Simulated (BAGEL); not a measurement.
# CH6BClSi (SMILES [SiH3]CBCl): levels of theory compared

Aim: a comparison of 3 runs (B3LYP/6-31G*, PBE0/6-31G*, RI-MP2/6-31G*) of CH6BClSi. 

The calculation is run with BAGEL 1.2.2.

### Step 1. The system as given

The species is CH6BClSi (10 atoms), meant as a singlet with charge 0. As SMILES, `[SiH3]CBCl`. Geometry: relaxed at GFN2-xTB. This is one conformer, not always the lowest.

Bond lengths: Si1–C2 1.920 Å, C2–B3 1.551 Å, B3–Cl4 1.704 Å, Si1–H5 1.463 Å, Si1–H6 1.465 Å, Si1–H7 1.464 Å, C2–H8 1.090 Å, C2–H9 1.089 Å, B3–H10 1.175 Å. Some angles: Si1–C2–B3 110.1°, C2–B3–Cl4 120.1°, Si1–C2–H8 106.1°, Si1–C2–H9 106.8°, B3–C2–H8 113.1°, B3–C2–H9 112.5°, C2–Si1–H5 110.2°, C2–Si1–H6 106.8°, C2–Si1–H7 109.8°, C2–B3–H10 122.5°.

### Step 2. The energy at B3LYP/6-31G(d) (density fitting with qzvpp-jkfit, spherical functions) (run 1)

The input, job.json:

```json
{ "bagel" : [

{
  "title" : "molecule",
  "basis" : "6-31gs.json",
  "df_basis" : "qzvpp-jkfit",
  "angstrom" : "true",
  "geometry" : [
    { "atom" : "Si", "xyz" : [   -0.735930,    1.071560,    0.389680 ] },
    { "atom" : "C", "xyz" : [   -0.018600,   -0.709450,    0.355650 ] },
    { "atom" : "B", "xyz" : [    1.102590,   -0.812900,   -0.711390 ] },
    { "atom" : "Cl", "xyz" : [    0.712110,   -1.188680,   -2.326950 ] },
    { "atom" : "H", "xyz" : [   -1.272920,    1.425770,   -0.924160 ] },
    { "atom" : "H", "xyz" : [   -1.807140,    1.078610,    1.389460 ] },
    { "atom" : "H", "xyz" : [    0.310450,    2.020410,    0.775300 ] },
    { "atom" : "H", "xyz" : [   -0.862140,   -1.370340,    0.156300 ] },
    { "atom" : "H", "xyz" : [    0.341170,   -0.923180,    1.361390 ] },
    { "atom" : "H", "xyz" : [    2.230410,   -0.591800,   -0.465280 ] }
  ]
},
{ "title" : "ks", "xc_func" : "b3lyp" },
{ "title" : "print", "file" : "orbitals.molden", "orbitals" : "true" }

]}
```

The basis set 6-31G* is read from a file made from the Basis Set Exchange's data (not shown).

The run is started by

```console
$ BAGEL_NUM_THREADS=1 BAGEL job.json > job.out
```

The program printed:

```text
* using 1 threads per process

  ===============================================================
  ===============================================================

  *** Geometry ***

  { "atom" : "Si", "xyz" : [     -1.390706,      2.024955,      0.736388 ] },
  { "atom" : "C", "xyz" : [     -0.035149,     -1.340666,      0.672081 ] },
  { "atom" : "B", "xyz" : [      2.083593,     -1.536158,     -1.344332 ] },
  { "atom" : "Cl", "xyz" : [      1.345693,     -2.246280,     -4.397298 ] },
  { "atom" : "H", "xyz" : [     -2.405470,      2.694315,     -1.746409 ] },
  { "atom" : "H", "xyz" : [     -3.415000,      2.038277,      2.625699 ] },
  { "atom" : "H", "xyz" : [      0.586665,      3.818022,      1.465105 ] },
  { "atom" : "H", "xyz" : [     -1.629208,     -2.589567,      0.295364 ] },
  { "atom" : "H", "xyz" : [      0.644718,     -1.744557,      2.572654 ] },
  { "atom" : "H", "xyz" : [      4.214864,     -1.118340,     -0.879252 ] },

  Number of auxiliary basis functions:      514

  Since a DF basis is specified, we compute 2- and 3-index integrals:
    o Being stored without compression. Storage requirement is 0.024 GB

  Number of basis functions:       76
  Number of electrons      :       48

    * METHOD: MOLECULE                             0.21

  *** Kohn-Sham DFT ***

    * Removing 19268 points whose weight is below 1.00e-10
    * Grid points: 129792

  === Nuclear Repulsion ===
   183.8259902904

       - DIIS with orbital gradients will be used.

  === KS iteration (b3lyp / 6-31gs.json) ===
      0       -761.58822882          0.13458174           0.37
      1       -659.54142242          0.17731213           0.34
      2       -612.77831382          0.12855076           0.35
      3       -763.39708445          0.14975119           0.36
      4       -789.75937905          0.10968856           0.35
      5       -788.71277155          0.13469179           0.33
[... 18 lines of this table left out ...]
     24       -816.29223407          0.00000001           0.33
     25       -816.29223407          0.00000000           0.33
    * SCF iteration converged.

    * Permanent dipole moment:
           (    0.156708,    -0.005679,    -0.503237) a.u.

    * METHOD: KS                                   9.45

    * METHOD: PRINT                                0.01

  ===============================================================
```

Wall time 9.9 s (1 thread of AMD EPYC 9R45 (Zen 5), shared host); peak memory 0.49 GiB.

### Step 3. The energy at PBE0/6-31G(d) (density fitting with qzvpp-jkfit, spherical functions) (run 2)

The input, input.json:

```json
{ "bagel": [

{
  "title": "molecule",
  "basis": "6-31gs.json",
  "df_basis": "qzvpp-jkfit",
  "angstrom": true,
  "geometry": [
    { "atom": "Si", "xyz": [   -0.735930,    1.071560,    0.389680 ] },
    { "atom": "C", "xyz": [   -0.018600,   -0.709450,    0.355650 ] },
    { "atom": "B", "xyz": [    1.102590,   -0.812900,   -0.711390 ] },
    { "atom": "Cl", "xyz": [    0.712110,   -1.188680,   -2.326950 ] },
    { "atom": "H", "xyz": [   -1.272920,    1.425770,   -0.924160 ] },
    { "atom": "H", "xyz": [   -1.807140,    1.078610,    1.389460 ] },
    { "atom": "H", "xyz": [    0.310450,    2.020410,    0.775300 ] },
    { "atom": "H", "xyz": [   -0.862140,   -1.370340,    0.156300 ] },
    { "atom": "H", "xyz": [    0.341170,   -0.923180,    1.361390 ] },
    { "atom": "H", "xyz": [    2.230410,   -0.591800,   -0.465280 ] }
  ]
},
{ "title": "ks", "xc_func": "pbe0" },
{ "title": "print", "file": "orbitals.molden", "orbitals": true }

]}
```

The basis set 6-31G* is read from a file made from the Basis Set Exchange's data (not shown).

The run is started by

```console
$ BAGEL_NUM_THREADS=1 BAGEL input.json > input.out
```

The program printed:

```text
* using 1 threads per process

  ===============================================================
  ===============================================================

  *** Geometry ***

  { "atom" : "Si", "xyz" : [     -1.390706,      2.024955,      0.736388 ] },
  { "atom" : "C", "xyz" : [     -0.035149,     -1.340666,      0.672081 ] },
  { "atom" : "B", "xyz" : [      2.083593,     -1.536158,     -1.344332 ] },
  { "atom" : "Cl", "xyz" : [      1.345693,     -2.246280,     -4.397298 ] },
  { "atom" : "H", "xyz" : [     -2.405470,      2.694315,     -1.746409 ] },
  { "atom" : "H", "xyz" : [     -3.415000,      2.038277,      2.625699 ] },
  { "atom" : "H", "xyz" : [      0.586665,      3.818022,      1.465105 ] },
  { "atom" : "H", "xyz" : [     -1.629208,     -2.589567,      0.295364 ] },
  { "atom" : "H", "xyz" : [      0.644718,     -1.744557,      2.572654 ] },
  { "atom" : "H", "xyz" : [      4.214864,     -1.118340,     -0.879252 ] },

  Number of auxiliary basis functions:      514

  Since a DF basis is specified, we compute 2- and 3-index integrals:
    o Being stored without compression. Storage requirement is 0.024 GB

  Number of basis functions:       76
  Number of electrons      :       48

    * METHOD: MOLECULE                             0.22

  *** Kohn-Sham DFT ***

    * Removing 19268 points whose weight is below 1.00e-10
    * Grid points: 129792

  === Nuclear Repulsion ===
   183.8259902904

       - DIIS with orbital gradients will be used.

  === KS iteration (pbe0 / 6-31gs.json) ===
      0       -761.28574712          0.13415474           0.36
      1       -660.09987830          0.17601525           0.33
      2       -612.72284673          0.12962260           0.34
      3       -763.69578485          0.14902643           0.34
      4       -789.64416736          0.10769181           0.34
      5       -788.76791329          0.12842027           0.37
[... 16 lines of this table left out ...]
     22       -815.88803966          0.00000003           0.33
     23       -815.88803966          0.00000001           0.33
    * SCF iteration converged.

    * Permanent dipole moment:
           (    0.162020,    -0.008500,    -0.519205) a.u.

    * METHOD: KS                                   8.89

    * METHOD: PRINT                                0.01

  ===============================================================
```

It took 9.3 s on 1 thread of AMD EPYC 9R45 (Zen 5), shared host; peak memory 0.48 GiB.

### Step 4. The energy at RI-MP2/6-31G(d) (density fitting with qzvpp-jkfit, spherical functions) (run 3)

The input, job.json:

```json
{ "bagel" : [

{
  "title" : "molecule",
  "basis" : "6-31gs.json",
  "df_basis" : "qzvpp-jkfit",
  "angstrom" : true,
  "geometry" : [
    { "atom" : "Si", "xyz" : [      -0.735930,       1.071560,       0.389680 ] },
    { "atom" : "C", "xyz" : [      -0.018600,      -0.709450,       0.355650 ] },
    { "atom" : "B", "xyz" : [       1.102590,      -0.812900,      -0.711390 ] },
    { "atom" : "Cl", "xyz" : [       0.712110,      -1.188680,      -2.326950 ] },
    { "atom" : "H", "xyz" : [      -1.272920,       1.425770,      -0.924160 ] },
    { "atom" : "H", "xyz" : [      -1.807140,       1.078610,       1.389460 ] },
    { "atom" : "H", "xyz" : [       0.310450,       2.020410,       0.775300 ] },
    { "atom" : "H", "xyz" : [      -0.862140,      -1.370340,       0.156300 ] },
    { "atom" : "H", "xyz" : [       0.341170,      -0.923180,       1.361390 ] },
    { "atom" : "H", "xyz" : [       2.230410,      -0.591800,      -0.465280 ] }
  ]
},

{ "title" : "hf" },

{ "title" : "mp2", "ncore" : 12 }

]}
```

The basis set 6-31G* is read from a file made from the Basis Set Exchange's data (not shown).

The run is started by

```console
$ BAGEL_NUM_THREADS=1 BAGEL job.json > job.out
```

The program printed:

```text
* using 1 threads per process

  ===============================================================
  ===============================================================

  *** Geometry ***

  { "atom" : "Si", "xyz" : [     -1.390706,      2.024955,      0.736388 ] },
  { "atom" : "C", "xyz" : [     -0.035149,     -1.340666,      0.672081 ] },
  { "atom" : "B", "xyz" : [      2.083593,     -1.536158,     -1.344332 ] },
  { "atom" : "Cl", "xyz" : [      1.345693,     -2.246280,     -4.397298 ] },
  { "atom" : "H", "xyz" : [     -2.405470,      2.694315,     -1.746409 ] },
  { "atom" : "H", "xyz" : [     -3.415000,      2.038277,      2.625699 ] },
  { "atom" : "H", "xyz" : [      0.586665,      3.818022,      1.465105 ] },
  { "atom" : "H", "xyz" : [     -1.629208,     -2.589567,      0.295364 ] },
  { "atom" : "H", "xyz" : [      0.644718,     -1.744557,      2.572654 ] },
  { "atom" : "H", "xyz" : [      4.214864,     -1.118340,     -0.879252 ] },

  Number of auxiliary basis functions:      514

  Since a DF basis is specified, we compute 2- and 3-index integrals:
    o Being stored without compression. Storage requirement is 0.024 GB

  Number of basis functions:       76
  Number of electrons      :       48

    * METHOD: MOLECULE                             0.21

  *** RHF ***

  === Nuclear Repulsion ===
   183.8259902904

      * DIIS with orbital gradients will be used.

  === RHF iteration (6-31gs.json) ===
      0       -814.39068239          0.01190328           0.05
      1       -814.46947056          0.00431218           0.05
      2       -814.47866631          0.00135723           0.05
      3       -814.47984941          0.00019690           0.05
      4       -814.47988429          0.00006646           0.05
      5       -814.47988905          0.00001664           0.05
      6       -814.47988930          0.00000549           0.05
      7       -814.47988933          0.00000169           0.05
      8       -814.47988933          0.00000049           0.05
      9       -814.47988933          0.00000021           0.05
     10       -814.47988933          0.00000008           0.05
     11       -814.47988933          0.00000002           0.05
     12       -814.47988933          0.00000001           0.05
    * SCF iteration converged.

    * Permanent dipole moment:
           (    0.094210,    -0.041103,    -0.579887) a.u.

    * METHOD: HF                                   0.80

  *** RHF ***

  === Nuclear Repulsion ===
   183.8259902904

      * DIIS with orbital gradients will be used.

  === RHF iteration (6-31gs.json) ===
      0       -814.47988933          0.00000000           0.04
    * SCF iteration converged.

    * Permanent dipole moment:
           (    0.094209,    -0.041103,    -0.579887) a.u.

  === DF-MP2 calculation ===

    * freezing 12 orbitals
    * 3-index integral transformation done
    * assembly done

      MP2 correlation energy:   -0.4115096557      0.02

      MP2 total energy:       -814.8913989887

    * METHOD: MP2                                  0.13

  ===============================================================
```

Wall time 1.4 s (1 thread of AMD EPYC 9R45 (Zen 5), shared host); peak memory 0.12 GiB.

### Step 5. The series

```
run                                                                  level  frozen core orbitals  energy (Eh)  dipole moment (D)  HOMO energy (eV)  LUMO energy (eV)  wall time
  1   B3LYP/6-31G* (density fitting with qzvpp-jkfit, spherical functions)                     –  -816.292234               1.34             -7.94             -1.11      9.9 s
  2    PBE0/6-31G* (density fitting with qzvpp-jkfit, spherical functions)                     –  -815.888040               1.38             -8.22             -0.99      9.3 s
  3  RI-MP2/6-31G* (density fitting with qzvpp-jkfit, spherical functions)                    12  -814.891399                  –                 –                 –      1.4 s
```

### Step 6. Outcome

| quantity | value |
| --- | --- |
| run 3: total energy | -814.89140 Eh |
| run 3: correlation energy (12 core orbitals frozen) | -411.5 mEh |

What this shows: Totals of different functionals can't be ranked against each other. All runs together took 21 s, the longest 9.9 s.
